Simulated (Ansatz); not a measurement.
**CH8O2Si2: a ladder of functionals and wavefunction methods**

Aim: compute CH8O2Si2 with functionals from several rungs and with coupled cluster. The yardstick is the atomisation energy at the CCSD(T) limit.

Program: Ansatz 0.2.0, Gaussian basis. Level of theory: functionals in def2-TZVPP, the program's frozen cores in correlated methods. These are calculated values, not measurements.

Plan: PBE-D4, r2SCAN-D4, PBE0-D4, B3LYP-D4, ωB97X-V, ωB97M-V, B2PLYP; CCSD(T)/def2-TZVPP; MP2/def2-QZVPP; extrapolation to the limit.

### 1 The geometry

An earlier PBE0-D4 in a triple-zeta def2 set relaxation fixed the geometry.

SMILES `OC[SiH2][SiH2]O`, 13 atoms, charge 0, spin multiplicity 1.

Atoms are counted from 1 here; the program's logs count them from 0.

Bond lengths: O1–C2 1.417 Å, O1–H6 0.961 Å, C2–Si3 1.893 Å, C2–H7 1.100 Å, C2–H8 1.100 Å, Si3–Si4 2.349 Å, Si3–H9 1.489 Å, Si3–H10 1.491 Å, Si4–O5 1.658 Å, Si4–H11 1.486 Å, Si4–H12 1.493 Å, O5–H13 0.958 Å. Angles: C2–O1–H6 108.7°, O1–C2–Si3 109.2°, O1–C2–H7 111.8°, O1–C2–H8 111.9°, Si3–C2–H7 108.5°, Si3–C2–H8 108.6°, H7–C2–H8 106.8°, C2–Si3–Si4 109.7°, C2–Si3–H9 110.2°, C2–Si3–H10 109.4°, Si4–Si3–H9 109.9°, Si4–Si3–H10 109.2°, H9–Si3–H10 108.4°, Si3–Si4–O5 111.8°, Si3–Si4–H11 111.1°, Si3–Si4–H12 109.4°, O5–Si4–H11 105.0°, O5–Si4–H12 111.2° and more.

### 2 PBE-D4 (GGA)

in.yaml

```yaml
crystal:
  periodic: [false, false, false]
  atoms:
    - {symbol: O, position_ang: [1.170847, -0.213321, 2.540454]}
    - {symbol: C, position_ang: [0.160002, -0.300626, 1.550619]}
    - {symbol: Si, position_ang: [0.942330, -0.078419, -0.158418]}
    - {symbol: Si, position_ang: [-0.732074, -0.112270, -1.805431]}
    - {symbol: O, position_ang: [-1.802978, 1.139502, -1.620309]}
    - {symbol: H, position_ang: [0.767719, -0.333422, 3.404025]}
    - {symbol: H, position_ang: [-0.353416, -1.272807, 1.574720]}
    - {symbol: H, position_ang: [-0.612595, 0.470215, 1.684987]}
    - {symbol: H, position_ang: [1.930287, -1.162376, -0.417332]}
    - {symbol: H, position_ang: [1.655390, 1.229949, -0.211522]}
    - {symbol: H, position_ang: [-1.558349, -1.342909, -1.703922]}
    - {symbol: H, position_ang: [-0.098864, -0.086347, -3.157213]}
    - {symbol: H, position_ang: [-1.447799, 2.028129, -1.665857]}
basis:
  gaussian: {orbitals: def2-TZVPP}
hamiltonian: {xc: pbe, dispersion: d4}
output: {forces: true, orbitals: {seedname: orbitals}}
```

On the command line:

```console
$ ansatz run in.yaml --threads 4 --pin off --events-out ev --progress --plain --max-ram 10444MiB
```

After this run come: r2SCAN-D4 (meta-GGA); PBE0-D4 (hybrid); B3LYP-D4 (hybrid); ωB97X-V (range-separated); ωB97M-V (range-separated); B2PLYP (double hybrid); CCSD(T) in def2-TZVPP; MP2 in def2-QZVPP.

Q: Predict the results of all the runs planned. Wanted: atomisation energy, CCSD(T)/CBS; farthest; mean size of error, hybrid; mean size of error, range-separated; gap, smallest and largest; T1 diagnostic; triples share of the correlation energy.

The runs gave:

| quantity | value |
| --- | --- |
| atomisation energy, CCSD(T)/CBS | 1068.1 kcal/mol |
| functionals within 5.3 kcal/mol (0.5 %) | PBE-D4, r2SCAN-D4, ωB97X-V, ωB97M-V |
| farthest | B2PLYP (-18.2 kcal/mol) |
| mean size of error, hybrid | 9.5 kcal/mol |
| mean size of error, range-separated | 1.9 kcal/mol |
| gap, smallest and largest | 5.19 eV (PBE-D4), 11.59 eV (ωB97X-V) |
| T1 diagnostic | 0.0118 |
| triples share of the correlation energy | 3.5 % |

In words: PBE-D4 misses by +3.6 kcal/mol. Double hybrids carry the basis error of their MP2 part in triple zeta, and no dispersion term here, so their miss is partly the set-up's. The reference freezes the cores and leaves out relativity and excitations past (T), so misses under about 5.3 kcal/mol can't be ranked. Hartree-Fock recovers 72 % of the binding; the rest is correlation. The gap grows from 5.2 to 11.6 eV across the functionals, mostly with the share of exact exchange.
